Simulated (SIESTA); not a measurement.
ZrNbB4: single point with PBEsol

Crystal: ZrNbB4.

```xyz
6
Lattice="3.1384 0.0000 0.0000 -1.5692 2.7180 0.0000 0.0000 0.0000 6.8857" Properties=species:S:1:pos:R:3 pbc="T T T"
Nb   -0.0278   -0.0047   -0.0040
Zr   -0.0068   -0.0041    3.4211
B     1.5637    0.8424    1.6847
B     1.5347    0.8911    5.1607
B     0.0198    1.7700    1.6759
B     0.0239    1.7971    5.2010
```

The cell comes from a database or a generator and needn't be the stable form of this composition.

The cell isn't the ideal one: atoms moved at random, drawn with an rms of 0.05 Å.

| Property | Result |
| --- | --- |
| Program | SIESTA 5.4.2 |
| Task | single point |
| Functional | PBEsol |
| Potentials or basis | PseudoDojo 0.4 standard (PBEsol files) |
| Basis | DZP (energy shift 0.003 Ry; two zetas on semicore shells) |
| Grid cutoff | 800 Ry |
| Energy shift | 0.003 Ry |
| k mesh | 10 × 10 × 4 |
| Occupations | fermi-dirac, width 0.05 eV |
| Spin | no spin polarisation |

| Property | Result |
| --- | --- |
| Pressure | -4.2 GPa |
| Largest force | 0.864 eV/Å |
| Band gap on the k mesh | none (metal or under the smearing width) |

Forces on the atoms (eV/Å):
```
Nb   0.332 -0.321 -0.171
Zr   0.091 -0.418  0.198
B    0.150  0.569 -0.366
B    0.691  0.002  0.518
B   -0.452  0.058 -0.202
B   -0.813  0.109  0.024
```

Stress tensor (GPa, compression positive):
```
-2.09 -0.26  0.07
-0.26 -2.12 -0.16
 0.07 -0.16 -8.52
```

Levels at points of the mesh, in eV from the Fermi level:
```csv
k point,band 16,band 17,band 18,band 19,band 20,band 21
"(0.00, 0.00, 0.00)",-1.81,-1.32,-1.14,-0.85,-0.41,-0.35
"(0.50, 0.00, 0.00)",-3.97,-3.57,-2.95,0.98,2.22,2.42
"(0.00, 0.50, 0.00)",-3.79,-3.60,-2.82,0.98,1.90,2.39
"(0.50, 0.50, 0.00)",-3.77,-3.58,-2.77,0.98,1.77,2.38
"(0.00, 0.00, 0.50)",-2.44,-1.08,-0.70,-0.45,-0.37,0.60
"(0.50, 0.00, 0.50)",-3.96,-3.64,-3.59,0.69,1.26,2.55
"(0.00, 0.50, 0.50)",-3.83,-3.66,-3.51,0.57,1.17,2.58
"(0.50, 0.50, 0.50)",-3.78,-3.68,-3.45,0.51,1.16,2.58
```

It took 4.9 min on 1 thread of Intel(R) Xeon(R) 6975P-C (Granite Rapids), with other jobs on the host, peak memory 0.7 GiB.

Caveat: the basis of atomic orbitals isn't converged, which shifts pressures, moduli and gaps.
